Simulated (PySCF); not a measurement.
**[TaF4]+: forces at shaken geometries**

Aim: move all atoms of relaxed [TaF4]+ at random and read energies and forces. The species was built from a template and needn't be a known compound.

Method: B3LYP, Ta def2-SVP with ECP60, F def2-SVP; scalar-relativistic core potentials, no spin–orbit coupling; program: PySCF 2.14.0.

4 further runs of the same task are left out: 2 for a known fault of the program, 2 that didn't finish.

### 1 Where the work starts

5 atoms, charge 1, spin multiplicity 1.

Bond lengths: Ta1–F2 1.821 Å, Ta1–F3 1.821 Å, Ta1–F4 1.821 Å, Ta1–F5 1.821 Å. Angles: F2–Ta1–F3 109.5°, F2–Ta1–F4 109.5°, F2–Ta1–F5 109.5°, F3–Ta1–F4 109.5°, F3–Ta1–F5 109.5°, F4–Ta1–F5 109.5°.

Coordinates:

```xyz
5
charge 1, multiplicity 1
Ta    0.0000    0.0000    0.0000
F     1.0511    1.0511    1.0511
F    -1.0511   -1.0511    1.0511
F     1.0511   -1.0511   -1.0511
F    -1.0511    1.0511   -1.0511
```

Formal oxidation states: Ta +5. An earlier session relaxed this geometry at B3LYP, Ta def2-SVP with ECP60, F def2-SVP (singlet, point group Td).

Its energy there is -456.052726 Eh.

### 2 Atoms moved at random, σ = 0.15 Å

Input file run.py (the lines that set the calculation):

```python
mol = gto.M(atom='''
Ta    -0.06340     0.21825     0.02506
F      0.68302     1.24762     1.05351
F     -0.92397    -1.24380     1.04639
F      1.27958    -1.14373    -1.07856
F     -0.97522     0.92166    -1.04640''',
    basis={'Ta': 'def2-SVP', 'F': 'def2-SVP'},
    ecp={'Ta': 'def2-SVP'},
    charge=1, spin=0)
mf = dft.RKS(mol, xc='B3LYP')
mf.grids.atom_grid = (50, 194)
mf = mf.density_fit()  # fitting sets: Ta def2-universal-JKFIT, F def2-universal-JKFIT
mf.conv_tol = 1e-08; mf.max_cycle = 55
mf.kernel(dm0)  # dm0: the density of the relaxed state
```

On the command line:

```bash
$ OMP_NUM_THREADS=2 python run.py
```

Standard output:

```text
init E= -455.6905691268
  HOMO = -0.759168062037054  LUMO = -0.494261975889458  gap/eV = 7.20846
cycle= 1 E= -455.803709803876  delta_E= -0.113  |g|= 0.561  |ddm|= 1.19
  HOMO = -0.454693191482825  LUMO = -0.355664665856386  gap/eV = 2.69470
cycle= 2 E= -455.167461659708  delta_E= 0.636  |g|= 1.96  |ddm|= 1.74
  HOMO = -0.593807911712751  LUMO = -0.35516901779836  gap/eV = 6.49370
cycle= 3 E= -455.842585409194  delta_E= -0.675  |g|= 0.385  |ddm|= 1.41
  HOMO = -0.574789640036683  LUMO = -0.383417168654901  gap/eV = 5.20751
cycle= 4 E= -455.867768062587  delta_E= -0.0252  |g|= 0.162  |ddm|= 0.393
  HOMO = -0.592631938364271  LUMO = -0.389097310837631  gap/eV = 5.53846
cycle= 5 E= -455.871760595712  delta_E= -0.00399  |g|= 0.0495  |ddm|= 0.0983
  HOMO = -0.592168728182202  LUMO = -0.386702084530537  gap/eV = 5.59103
cycle= 6 E= -455.872163339049  delta_E= -0.000403  |g|= 0.0238  |ddm|= 0.0406
  HOMO = -0.594024809087123  LUMO = -0.386043306888617  gap/eV = 5.65946
cycle= 7 E= -455.872271607143  delta_E= -0.000108  |g|= 0.0031  |ddm|= 0.0154
  HOMO = -0.594766340194435  LUMO = -0.385995392023446  gap/eV = 5.68095
cycle= 8 E= -455.872273731809  delta_E= -2.12e-06  |g|= 0.00146  |ddm|= 0.00395
  HOMO = -0.594748617365558  LUMO = -0.386029804893781  gap/eV = 5.67953
cycle= 9 E= -455.872274057318  delta_E= -3.26e-07  |g|= 0.000587  |ddm|= 0.000926
  HOMO = -0.594683344879923  LUMO = -0.386058126698323  gap/eV = 5.67698
cycle= 10 E= -455.872274134538  delta_E= -7.72e-08  |g|= 8.26e-05  |ddm|= 0.000521
  HOMO = -0.594670064601042  LUMO = -0.386055725283228  gap/eV = 5.67669
cycle= 11 E= -455.872274136016  delta_E= -1.48e-09  |g|= 2.13e-05  |ddm|= 0.000102
  HOMO = -0.594680051894753  LUMO = -0.38605542696164  gap/eV = 5.67697
Extra cycle  E= -455.872274135479  delta_E= 5.37e-10  |g|= 5.76e-05  |ddm|= 5.95e-05
converged SCF energy = -455.872274135479
```

It took 2.5 s on 2 threads of Arm Neoverse V1, shared host.

It gives: E = -455.872274 Eh (+4.910 eV from the relaxed state), HOMO -16.18 eV, LUMO -10.51 eV, Mulliken charge on Ta1 +1.57 e, largest force component 23.731 eV/Å. 

```csv
atom,Fx,Fy,Fz (eV/Å)
Ta1,7.596,-23.731,4.173
F2,5.128,7.831,7.085
F3,1.211,3.328,-1.907
F4,-3.265,3.963,2.680
F5,-10.670,8.609,-12.031
```

### 3 Atoms moved at random, σ = 0.15 Å

Input file run.py (the lines that set the calculation):

```python
mol = gto.M(atom='''
Ta    -0.08838    -0.03267    -0.17103
F      1.09347     1.09053     0.82922
F     -1.05573    -1.00213     1.16070
F      0.98668    -1.06478    -0.85325
F     -0.93605     1.00905    -0.96564''',
    basis={'Ta': 'def2-SVP', 'F': 'def2-SVP'},
    ecp={'Ta': 'def2-SVP'},
    charge=1, spin=0)
mf = dft.RKS(mol, xc='B3LYP')
mf.grids.atom_grid = (50, 194)
mf = mf.density_fit()  # fitting sets: Ta def2-universal-JKFIT, F def2-universal-JKFIT
mf.conv_tol = 1e-08; mf.max_cycle = 55
mf.kernel(dm0)  # dm0: the density of the relaxed state
```

On the command line:

```bash
$ OMP_NUM_THREADS=2 python run.py
```

Standard output:

```text
init E= -455.965105739367
  HOMO = -0.713872840840602  LUMO = -0.397718353910854  gap/eV = 8.60300
cycle= 1 E= -455.899760991303  delta_E= 0.0653  |g|=  0.3  |ddm|= 0.978
  HOMO = -0.59418977129679  LUMO = -0.329526293296357  gap/eV = 7.20186
cycle= 2 E= -455.864023186654  delta_E= 0.0357  |g|= 0.56  |ddm|= 0.649
  HOMO = -0.653227577558615  LUMO = -0.337591479129031  gap/eV = 8.58890
cycle= 3 E= -455.917447978329  delta_E= -0.0534  |g|= 0.0943  |ddm|= 0.387
  HOMO = -0.652225721899256  LUMO = -0.349160258071567  gap/eV = 8.24683
cycle= 4 E= -455.918805637897  delta_E= -0.00136  |g|= 0.0486  |ddm|= 0.108
  HOMO = -0.655457759139042  LUMO = -0.34862481929154  gap/eV = 8.34935
cycle= 5 E= -455.919200056657  delta_E= -0.000394  |g|= 0.00725  |ddm|= 0.0305
  HOMO = -0.655537441507453  LUMO = -0.348387182191527  gap/eV = 8.35798
cycle= 6 E= -455.919208202045  delta_E= -8.15e-06  |g|= 0.00241  |ddm|= 0.00516
  HOMO = -0.655719056974493  LUMO = -0.348351551820922  gap/eV = 8.36390
cycle= 7 E= -455.919208868521  delta_E= -6.66e-07  |g|= 0.00143  |ddm|= 0.00245
  HOMO = -0.655659657127987  LUMO = -0.348370000669576  gap/eV = 8.36178
cycle= 8 E= -455.919209241749  delta_E= -3.73e-07  |g|= 0.000164  |ddm|= 0.000993
  HOMO = -0.655654766955115  LUMO = -0.348368941845532  gap/eV = 8.36167
cycle= 9 E= -455.919209244881  delta_E= -3.13e-09  |g|= 0.000101  |ddm|= 0.000154
  HOMO = -0.655652432160493  LUMO = -0.348372725071656  gap/eV = 8.36151
cycle= 10 E= -455.919209246651  delta_E= -1.77e-09  |g|= 9.47e-06  |ddm|= 7.02e-05
  HOMO = -0.655653479694878  LUMO = -0.348371252062389  gap/eV = 8.36158
Extra cycle  E= -455.91920924662  delta_E= 3.15e-11  |g|= 1.7e-05  |ddm|= 1.93e-05
converged SCF energy = -455.91920924662
```

It took 2.6 s on 2 threads of Arm Neoverse V1, shared host.

It gives: E = -455.919209 Eh (+3.633 eV from the relaxed state), HOMO -17.84 eV, LUMO -9.48 eV, Mulliken charge on Ta1 +1.56 e, largest force component 20.878 eV/Å. 

| atom | Fx | Fy | Fz (eV/Å) |
| --- | --- | --- | --- |
| Ta1 | 4.635 | -5.669 | 20.878 |
| F2 | -1.685 | -1.449 | -1.451 |
| F3 | 0.800 | 1.143 | -1.835 |
| F4 | 7.460 | -7.365 | -6.142 |
| F5 | -11.210 | 13.340 | -11.449 |

### 4 Atoms moved at random, σ = 0.03 Å

Input file run.py (the lines that set the calculation):

```python
mol = gto.M(atom='''
Ta     0.00951    -0.03720     0.02548
F      1.09049     1.08756     1.10090
F     -1.03589    -1.04414     1.03276
F      1.05777    -1.06419    -1.07967
F     -1.12189     1.05796    -1.07948''',
    basis={'Ta': 'def2-SVP', 'F': 'def2-SVP'},
    ecp={'Ta': 'def2-SVP'},
    charge=1, spin=0)
mf = dft.RKS(mol, xc='B3LYP')
mf.grids.atom_grid = (50, 194)
mf = mf.density_fit()  # fitting sets: Ta def2-universal-JKFIT, F def2-universal-JKFIT
mf.conv_tol = 1e-08; mf.max_cycle = 55
mf.kernel(dm0)  # dm0: the density of the relaxed state
```

On the command line:

```bash
$ OMP_NUM_THREADS=2 python run.py
```

Standard output:

```text
init E= -455.962462949682
  HOMO = -0.717005627234281  LUMO = -0.392291988284304  gap/eV = 8.83591
cycle= 1 E= -456.035110657611  delta_E= -0.0726  |g|= 0.15  |ddm|= 0.262
  HOMO = -0.652326190405122  LUMO = -0.37413498278453  gap/eV = 7.56997
cycle= 2 E= -456.0176507507  delta_E= 0.0175  |g|= 0.35  |ddm|= 0.337
  HOMO = -0.682697070652247  LUMO = -0.372257532152901  gap/eV = 8.44749
cycle= 3 E= -456.03967709365  delta_E= -0.022  |g|= 0.0333  |ddm|= 0.219
  HOMO = -0.681811924230883  LUMO = -0.374988241047973  gap/eV = 8.34910
cycle= 4 E= -456.03979423692  delta_E= -0.000117  |g|= 0.0234  |ddm|= 0.0366
  HOMO = -0.683476525026803  LUMO = -0.374427841847787  gap/eV = 8.40964
cycle= 5 E= -456.039892241954  delta_E= -9.8e-05  |g|= 0.00274  |ddm|= 0.0149
  HOMO = -0.683699491518681  LUMO = -0.374381023325449  gap/eV = 8.41698
cycle= 6 E= -456.039893476082  delta_E= -1.23e-06  |g|= 0.000941  |ddm|= 0.002
  HOMO = -0.683687900489799  LUMO = -0.37436009551351  gap/eV = 8.41724
cycle= 7 E= -456.039893614896  delta_E= -1.39e-07  |g|= 0.000311  |ddm|= 0.000761
  HOMO = -0.683695331877846  LUMO = -0.374369413979474  gap/eV = 8.41719
cycle= 8 E= -456.039893633006  delta_E= -1.81e-08  |g|= 2.88e-05  |ddm|= 0.000221
  HOMO = -0.683692094970136  LUMO = -0.374369948695437  gap/eV = 8.41708
cycle= 9 E= -456.039893633146  delta_E= -1.4e-10  |g|= 1.36e-05  |ddm|= 2.87e-05
  HOMO = -0.683692783273568  LUMO = -0.374369844220679  gap/eV = 8.41711
Extra cycle  E= -456.039893633002  delta_E= 1.44e-10  |g|= 3.15e-05  |ddm|= 2.82e-05
converged SCF energy = -456.039893633002
```

It took 2.5 s on 2 threads of Arm Neoverse V1, shared host.

Result: E = -456.039894 Eh (+0.349 eV from the relaxed state), HOMO -18.60 eV, LUMO -10.19 eV, Mulliken charge on Ta1 +1.75 e, largest force component 4.404 eV/Å. 

```
atom      Fx      Fy  Fz (eV/Å)
 Ta1   1.169   4.404     -2.332
  F2  -1.393  -1.546     -1.323
  F3  -1.199  -1.319      1.254
  F4  -0.438   0.302      0.548
  F5   1.860  -1.841      1.853
```

### 5 The displacements side by side

| σ (Å) | energy rise (eV) | harmonic estimate −½ F·u (eV) | largest force component (eV/Å) |
| --- | --- | --- | --- |
| 0.15 | 4.910 | 4.767 | 23.73 |
| 0.15 | 3.633 | 4.087 | 20.88 |
| 0.03 | 0.349 | 0.330 | 4.40 |

Every displacement raises the energy. For a harmonic well the rise equals −½ F·u; the two differ by at most 13 % here (a move with σ = 0.15 Å), from anharmonicity, the grid and the small forces left at the relaxed point. The bases are small and lack diffuse functions. Spin–orbit coupling is left out.
